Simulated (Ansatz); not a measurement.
# Cd4SbO: one candidate of a structure search

Where does this trial cell of Cd4SbO go when cell and atoms are let free?

Program: Ansatz 0.2.0. Level of theory: DFT PBE, scalar-relativistic, plane waves, PAW. These are calculated values, not measurements.

## Step 1: The structure to begin with

It takes space group P4/mmm (No. 123, tetragonal). Conventional cell: a = 4.373 Å, b = 4.373 Å, c = 6.192 Å, α = 90.00°, β = 90.00°, γ = 90.00°. Around Cd (site symmetry 2mm) lie 2 O at 2.66 Å and 2 Sb at 2.69 Å and 6 Cd at 3.04 to 3.15 Å. Sb (site symmetry 4/mmm) has 8 Cd at 2.69 Å as nearest neighbours. Around O (site symmetry 4/mmm) lie 8 Cd at 2.66 Å.

Coordinates:

```xyz
6
Lattice="4.3731 0.0000 0.0000 0.0000 4.3731 0.0000 0.0000 0.0000 6.1920" Properties=species:S:1:pos:R:3 pbc="T T T"
Cd    2.1865    0.0000    4.6181
Cd    0.0000    2.1865    1.5739
Cd    2.1865    0.0000    1.5739
Cd    0.0000    2.1865    4.6181
Sb    0.0000    0.0000    0.0000
O     2.1865    2.1865    3.0960
```

Recipe of the guess: species swapped into a database cell of GdYH4 (P4/mmm, No. 123), with O on the Y sites, Sb on the Gd sites and Cd on the H sites. Its size is a rough estimate.

## Step 2: A first look at the guess

The input, input.yaml:

```yaml
crystal:
  lattice:
    - [4.37309991, 0.0, 0.0]
    - [0.0, 4.37309991, 0.0]
    - [0.0, 0.0, 6.19199136]
  atoms:
    - { symbol: Cd, position: [0.5, 0.0, 0.74581248] }
    - { symbol: Cd, position: [0.0, 0.5, 0.25418752] }
    - { symbol: Cd, position: [0.5, 0.0, 0.25418752] }
    - { symbol: Cd, position: [0.0, 0.5, 0.74581248] }
    - { symbol: Sb, position: [0.0, 0.0, 0.0] }
    - { symbol: O, position: [0.5, 0.5, 0.5] }
basis:
  ecutwfc: 420
kpoints:
  mp_grid: { grid: [4, 4, 4] }
hamiltonian:
  xc: pbe
scf:
  occupations: { method: gaussian, width: 0.1 }
  lower_state_search: "off"
output:
  forces: true
  stress: true
  eigenvalues: true
```

On the command line:

```sh
$ ansatz run input.yaml --threads 1 --pin off --max-ram 2560MiB --backend cpu --events-out ev --progress --plain --runs-dir out
```

Further runs follow: rough relaxation on the coarse mesh; relaxation on the finer mesh.

What does the calculation give? Wanted: conventional cell; volume; energy over the elements; gap on the mesh.

As calculated:

| quantity | value |
| --- | --- |
| symmetry at the end (tolerance 0.05 Å) | space group P4/mmm (No. 123) |
| conventional cell | a = 4.436 Å, b = 4.436 Å, c = 7.060 Å, α = 90.00°, β = 90.00°, γ = 90.00° |
| volume | 23.16 Å³/atom |
| energy over the elements (uncorrected; H, N, O, F and Cl as molecules) | -0.06 eV/atom |
| gap on the mesh | none (metal) |

The space group P4/mmm (No. 123) is kept, and the volume per atom grows by 17.3 % from the first guess. It lies below the elements, which doesn't yet make it stable: competing phases were not computed in this session. No finished test with a distortion of lower symmetry is shown, so the end may be a saddle point. The runs treat Sb without spin-orbit coupling. The final runs have no spin polarisation, so no magnetic state was tried and one may lie lower.
